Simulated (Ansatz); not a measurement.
# GeH₄NO radical: up Jacob's ladder to CCSD(T)

Aim: compute GeH₄NO radical with functionals from several rungs and with coupled cluster. The yardstick is the atomisation energy at the CCSD(T) limit.

Program: Ansatz 0.2.0, Gaussian basis. Level of theory: functionals in def2-TZVPP, the program's frozen cores in correlated methods. These are calculated values, not measurements.

Levels to be run: LDA (SPW92), PBE-D4, revPBE-D4, BLYP-D4, r2SCAN-D4, B97M-V, PBE0-D4, B3LYP-D4, r2SCANh-D4, r2SCAN0-D4, HSE06-D4, BHLYP-D4, CAM-B3LYP-D4, LC-ωPBE, ωB97X-V, ωB97M-V, B2PLYP, PBE-QIDH; CCSD(T)/def2-SVP; CCSD(T)/def2-TZVPP; MP2/def2-QZVPP; extrapolation to the limit; RPA on PBE.

## (1) The relaxed structure

An earlier PBE0-D4 in a triple-zeta def2 set relaxation fixed the geometry.

SMILES `[NH][GeH2][OH]`, 7 atoms, charge 0, spin multiplicity 2.

Atoms are counted from 1 here; the program's logs count them from 0.

Bond lengths: N1–Ge2 1.860 Å, N1–H4 1.025 Å, Ge2–O3 1.771 Å, Ge2–H5 1.544 Å, Ge2–H6 1.536 Å, O3–H7 0.961 Å. Angles: Ge2–N1–H4 110.2°, N1–Ge2–O3 106.5°, N1–Ge2–H5 107.6°, N1–Ge2–H6 113.8°, O3–Ge2–H5 110.8°, O3–Ge2–H6 105.4°, H5–Ge2–H6 112.6°, Ge2–O3–H7 111.8°.

## (2) LDA

This LDA is Slater exchange with PW92 correlation.

Input file in.yaml:

```yaml
crystal:
  periodic: [false, false, false]
  atoms:
    - {symbol: N, position_ang: [-1.180001, -0.629604, -0.704335]}
    - {symbol: Ge, position_ang: [0.091826, 0.357854, 0.227285]}
    - {symbol: O, position_ang: [1.488064, -0.708494, 0.454167]}
    - {symbol: H, position_ang: [-2.073683, -0.127326, -0.724697]}
    - {symbol: H, position_ang: [0.468549, 1.575305, -0.644215]}
    - {symbol: H, position_ang: [-0.348330, 0.758218, 1.642881]}
    - {symbol: H, position_ang: [1.614777, -1.293953, -0.296687]}
basis:
  gaussian: {orbitals: def2-TZVPP}
magnetization: {spin_polarized: true, initial_magnetization: 1}
hamiltonian: {xc: lda}
output: {orbitals: {seedname: orbitals}}
```

After this run come: PBE-D4 (GGA); revPBE-D4 (GGA); BLYP-D4 (GGA); r2SCAN-D4 (meta-GGA); B97M-V (meta-GGA); PBE0-D4 (hybrid); B3LYP-D4 (hybrid); r2SCANh-D4 (hybrid); r2SCAN0-D4 (hybrid); HSE06-D4 (hybrid); BHLYP-D4 (hybrid); CAM-B3LYP-D4 (range-separated); LC-ωPBE-D4 (range-separated); ωB97X-V (range-separated); ωB97M-V (range-separated); B2PLYP (double hybrid); PBE-QIDH (double hybrid); CCSD(T) in def2-SVP; CCSD(T) in def2-TZVPP; MP2 in def2-QZVPP; RPA on PBE orbitals.

Before running them: what should the planned runs give, taken together? Wanted: atomisation energy, CCSD(T)/CBS; farthest beyond LDA; mean size of error, GGA; mean size of error, meta-GGA; mean size of error, hybrid; mean size of error, range-separated; mean size of error, double hybrid; gap, smallest and largest; T1 diagnostic.

The runs gave:

| quantity | value |
| --- | --- |
| atomisation energy, CCSD(T)/CBS | 492.7 kcal/mol |
| functionals within 4.9 kcal/mol (1.0 %) | BLYP-D4, r2SCAN-D4, B97M-V, B3LYP-D4, CAM-B3LYP-D4, ωB97X-V, ωB97M-V |
| farthest beyond LDA | BHLYP-D4 (-21.0 kcal/mol) |
| mean size of error, GGA | 4.9 kcal/mol |
| mean size of error, meta-GGA | 1.4 kcal/mol |
| mean size of error, hybrid | 9.6 kcal/mol |
| mean size of error, range-separated | 3.2 kcal/mol |
| mean size of error, double hybrid | 9.8 kcal/mol |
| gap, smallest and largest | 1.36 eV (LDA (SPW92)), 10.39 eV (LC-ωPBE) |
| T1 diagnostic | 0.0131 |
| triples share of the correlation energy | 3.4 % |

**Reading.** The LDA atomisation energy is off by 76.8 kcal/mol (16 %): it overbinds. PBE-D4 misses by +5.7 kcal/mol. Double hybrids carry the basis error of their MP2 part in triple zeta, and no dispersion term here, so their miss is partly the set-up's. The rungs meta-GGA, range-separated, GGA miss on average by less than the doubt on the reference (4.9 kcal/mol), so they tie. Misses under about 4.9 kcal/mol are within the doubt on the reference itself, which lacks core-valence correlation, relativity and higher excitations, and its outer-core shells are covered unevenly. Hartree-Fock recovers 65 % of the binding; the rest is correlation. CCSD(T) in def2-SVP is off by -46.7 kcal/mol, worse than the median functional, from the basis alone. The gap grows from 1.4 to 10.4 eV across the functionals, mostly with the share of exact exchange. Correlated methods include outer-core shells of Ge, which these sets cover unevenly.
